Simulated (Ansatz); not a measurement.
# K, space group I4_1/amd: an equation of state with a fit

With Ansatz 0.2.0, Python API.

Notebook, run cell by cell (the value of a cell's last expression is shown):

**Cell 1**
```python
import warnings

import ansatz as az
from ase.eos import EquationOfState
from ase.units import GPa
import numpy as np
```

**Cell 2**
```python
vectors0 = np.array([
    [-2.208109, 2.208109, 8.045868],
    [2.208109, -2.208109, 8.045868],
    [2.208109, 2.208109, -8.045868],
])
sites = [
    ("K", (0.25, 0.75, 0.5)),
    ("K", (0.5, 0.5, 0.0)),
]
```

**Cell 3**
```python
def on_lattice(cell):
    crystal = az.Crystal(lattice=az.Lattice.of(cell))
    for symbol, position in sites:
        crystal = crystal.atom(symbol, position)
    return crystal
```

**Cell 4**
```python
warnings.simplefilter("ignore", az.DeckWarning)
```

**Cell 5**
```python
volumes, energies, pressures = [], [], []
for scale in np.linspace(0.92, 1.08, 7):
    cell = vectors0 * scale ** (1 / 3)
    base = on_lattice(cell).calculation()
    base = base.functional("pbesol")
    base = base.occupations("fermi_dirac", width=0.2)
    base = base.scf(algorithm="density_mixing")
    base = base.basis(380).kpoints(9, 9, 9)
    base = base.stress()
    rep = base.run(threads=1).report
    volumes.append(abs(np.linalg.det(cell)) / len(sites))
    energies.append(rep["free_energy_ev"] / len(sites))
    pressures.append(np.trace(rep["stress_gpa"]) / 3)
    print(f"V = {volumes[-1]:8.4f} A^3/atom  F = {energies[-1]:.5f} eV/atom  P = {pressures[-1]:8.3f} GPa")

eos = EquationOfState(volumes, energies, eos="birchmurnaghan")
v0, e0, bulk = eos.fit()
print(f"V0 = {v0:.4f} A^3/atom, E0 = {e0:.5f} eV/atom, B = {bulk / GPa:.1f} GPa")
```
Output:
```text
V =  72.1825 A^3/atom  F = -1516.01405 eV/atom  P =    0.126 GPa
V =  74.2747 A^3/atom  F = -1516.01506 eV/atom  P =    0.031 GPa
V =  76.3670 A^3/atom  F = -1516.01492 eV/atom  P =   -0.052 GPa
V =  78.4592 A^3/atom  F = -1516.01376 eV/atom  P =   -0.124 GPa
V =  80.5515 A^3/atom  F = -1516.01171 eV/atom  P =   -0.188 GPa
V =  82.6437 A^3/atom  F = -1516.00888 eV/atom  P =   -0.244 GPa
V =  84.7359 A^3/atom  F = -1516.00537 eV/atom  P =   -0.293 GPa
V0 = 75.0328 A^3/atom, E0 = -1516.01514 eV/atom, B = 3.0 GPa
```

A third-order Birch-Murnaghan fit through the 7 points has its minimum at 75.03 Å³ an atom, 4.4 % below the typed cell, with a bulk modulus of 3 GPa and dB/dP = 3.8. From that minimum the energy rises by 1.1 meV an atom on the compressed side and 9.8 meV on the expanded side. The window is off centre, so dB/dP is rough.

Caveats:
- The settings weren't tested for convergence.
- The cutoff lies under the one recommended for these potentials.
- Shape and fractional positions are held along the curve, so the bulk modulus is an upper value where they are free to relax, by a factor of two or more in layered or hydrogen-bonded cells.
- Under the recommended cutoff a pressure can be off by several GPa, even in sign.
- The smearing is wide enough that free energy and stress hold a thermal part of the electrons.
- Pressure is positive in compression.
- This isn't the structure that K takes at ambient conditions.
- The script silences the warnings on its input, which a real study should read.
- The whole script took 46 s on 1 thread of Arm Neoverse V1, on a shared host, peak memory 0.49 GiB.
